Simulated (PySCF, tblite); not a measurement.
# C₁₁H₁₂: geometry, infrared bands, NMR shifts, spin-spin couplings and electronic excitations

Aim: predict the infrared bands, NMR shifts, spin-spin couplings and electronic excitations of C₁₁H₁₂ (`C=C1C[C@]1(C)c1ccccc1`).

Computed with tblite 0.8.0 and PySCF 2.14.0, with density-fitted response routines of our own, on a single molecule in the gas phase. Atoms are numbered from 0 throughout.

## (1) The starting structure

23 atoms, charge 0, multiplicity 1; geometry from: force field or distance geometry start.

Bonds of the start (Å): C0–C1 1.33, C1–C2 1.51, C2–C3 1.51, C3–C4 1.54, C3–C5 1.46, C5–C6 1.40, C6–C7 1.39, C7–C8 1.37, C8–C9 1.39, C9–C10 1.39, C3–C1 1.47, C10–C5 1.37, C0–H11 1.08, C0–H12 1.11, C2–H13 1.10, C2–H14 1.09, C4–H15 1.13, C4–H16 1.11, C4–H17 1.10, C6–H18 1.08, C7–H19 1.09, C8–H20 1.07, C9–H21 1.10, C10–H22 1.08.

## (2) Optimising the geometry with GFN2-xTB

What the job is given:

```
{"job": {"kind": "relax", "xc": "GFN2-xTB", "basis": "xTB"}, "charge": 0, "multiplicity": 1}
C     -2.997600     0.418800    -1.198700
C     -2.094000     0.256000    -0.240000
C     -1.670000     0.736100     1.124600
C     -0.905100    -0.339100     0.395200
C     -1.053200    -1.679200     1.149400
C      0.454500     0.000100    -0.010100
C      1.379600    -1.029500    -0.184000
C      2.694500    -0.766400    -0.565000
C      3.141500     0.511800    -0.799900
C      2.226800     1.538900    -0.627200
C      0.917900     1.271300    -0.243600
H     -3.002400    -0.151400    -2.113900
H     -3.818600     1.158300    -1.086000
H     -2.334200     0.456100     1.962100
H     -1.280100     1.757900     1.158100
H     -0.315800    -1.591200     1.997000
H     -2.089200    -1.766500     1.531000
H     -0.789700    -2.527600     0.501100
H      1.130200    -2.063600    -0.019300
H      3.423500    -1.567900    -0.702000
H      4.155700     0.699800    -1.098400
H      2.551900     2.573400    -0.805500
H      0.268900     2.130900    -0.114800
```

Started as:

```
OMP_NUM_THREADS=2 python probes_run.py task.json out
```

This one command runs all jobs of the session in turn.

**Question.** This job is followed by: GFN2-xTB harmonic vibrations, gas phase; PBE0-D3(BJ)/def2-SVP geometry optimisation, gas phase; GIAO PBE0/pcSseg-1 NMR shielding, non-relativistic, gas phase; B3LYP/pcJ-1 indirect spin-spin coupling, non-relativistic, gas phase; TDDFT PBE0/def2-SVPD, vertical, gas phase, core orbitals frozen in the response; GIAO CAM-B3LYP/pcSseg-1 NMR shielding, non-relativistic, gas phase. Predict these results of the whole session: strongest single infrared mode (GFN2-xTB); zero-point energy (GFN2-xTB); point group; rotational constants (main isotopes); ¹³C shifts against TMS (PBE0/pcSseg-1, means over atoms taken as alike); ¹H shifts against TMS (PBE0/pcSseg-1, means over atoms taken as alike); potential on the surface of density 0.002 e/bohr³, 1st and 99th percentile; largest coupling of the table (B3LYP/pcJ-1); lowest singlet (PBE0/def2-SVPD); brightest single state of those computed; lowest triplet; range of the shift of C5.

As calculated:

| quantity | value |
| --- | --- |
| strongest single infrared mode (GFN2-xTB) | 3090 cm⁻¹, 77 km/mol |
| zero-point energy (GFN2-xTB) | 119.4 kcal/mol |
| point group | C1 |
| rotational constants (main isotopes) | 2.19, 0.80, 0.66 GHz |
| ¹³C shifts against TMS (PBE0/pcSseg-1, means over atoms taken as alike) | 155.1, 151.6, 133.5, 130.7, 130.2, 111.6, 26.3, 23.4, 23.0 ppm |
| ¹H shifts against TMS (PBE0/pcSseg-1, means over atoms taken as alike) | 7.37, 7.30, 7.27, 5.93, 5.92, 1.52, 1.48, 1.17 ppm |
| potential on the surface of density 0.002 e/bohr³, 1st and 99th percentile | -0.84 V and 0.76 V |
| largest coupling of the table (B3LYP/pcJ-1) | ¹J(C,H) C0–H12, 172.3 Hz |
| lowest singlet (PBE0/def2-SVPD) | 5.27 eV (235 nm), f = 0.004 |
| brightest single state of those computed | state 10, 6.71 eV, f = 0.638 |
| lowest triplet | 3.97 eV |
| range of the shift of C5 | 151.6 to 155.9 ppm |

In words: Relaxing lowered the energy by 0.457 eV in 120 steps; the close pair that moved most is C1–C2, from 1.507 to 1.461 Å (GFN2-xTB). All 63 modes are real, so the xTB geometry is a minimum. GFN2-xTB is a fitted tight-binding method: band positions and strengths are rough. Its intensities can rank the bands wrongly. The start of the PBE0/def2-SVP relaxation was shaken at random by about 0.01 Å, so part of the energy gained, and of the first lengths quoted, undoes that. At PBE0/pcSseg-1: The largest span, 253 ppm, is at C1, where the paramagnetic term is -240 ppm. NICS(1)zz of -28 ppm above the planar ring from C5 marks a diatropic (aromatic) ring current. Of the pairs tabulated at B3LYP/pcJ-1, C0–H12 couples most strongly (172.3 Hz; Fermi contact 171.3 Hz). Couplings across rotatable bonds belong to this one conformer; where others are populated, the observed values are averages. The first singlet state (HOMO→LUMO+1 0.47, HOMO−1→LUMO 0.28) lies at 5.27 eV and is weak; of the 10 states computed, the strongest absorption comes from state 10 at 6.71 eV (the last computed, so partners may be missing). The lowest triplet lies 1.30 eV below the lowest singlet (triplets in Tamm-Dancoff, singlets in full TDDFT). These values are for one conformer; the search (at its own cheap level) found 2 more, at 0.34, 0.36 kcal/mol, and measured spectra average over such forms.
